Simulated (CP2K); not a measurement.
The system is GeCN2.

```
Ge N C
1.0
     5.34003    0.00000    0.00000
     4.13491    3.37912    0.00000
     4.13491    1.47466    3.04036
Ge N C
1 2 1
Direct
  0.00000 0.00000 0.00000
  0.58390 0.58390 0.58390
  0.41610 0.41610 0.41610
  0.50000 0.50000 0.50000
```

The cell comes from a database or a generator and needn't be the stable form of this composition.

Program: CP2K 2026.2. Alike in all runs: task band structure; no spin polarisation; cell as given; k mesh 9 × 9 × 9.

Q: Order these runs on this cell by their pressure, lowest first.
A. level PBEsol; potentials or basis POTENTIAL_UZH Ge GTH-PBE-q4, N GTH-PBE-q5, C GTH-PBE-q4; TZVP-MOLOPT-PBE-GTH basis; smearing fermi-dirac 0.01 eV; EPS_DEFAULT 1.0E-9; NGRIDS 4; points a segment of the path (NPOINTS) 6; bands added on the path 2; CUTOFF of the grids 450 Ry
B. level r2SCAN; potentials or basis POTENTIAL_UZH Ge GTH-SCAN-q4, N GTH-SCAN-q5, C GTH-SCAN-q4; TZVP-MOLOPT-SCAN-GTH basis; smearing fermi-dirac 0.01 eV; EPS_DEFAULT 1.0E-10; NGRIDS 5; points a segment of the path (NPOINTS) 10; bands added on the path 2; CUTOFF of the grids 675 Ry
C. level LDA; potentials or basis GTH_POTENTIALS Ge GTH-PADE-q4, N GTH-PADE-q5, C GTH-PADE-q4; TZVP-MOLOPT-PBE-GTH basis; smearing fermi-dirac 0.05 eV; EPS_DEFAULT 1.0E-9; NGRIDS 4; points a segment of the path (NPOINTS) 10; bands added on the path 4; CUTOFF of the grids 450 Ry

A: C (-6.1 GPa), B (-4.0 GPa), A (-0.7 GPa).

Caveats: the basis of atomic orbitals isn't converged, which shifts pressures, moduli and gaps; the potentials were made for another functional, which shifts forces and pressure (some runs).

Runs at the PBE level aren't shown here.
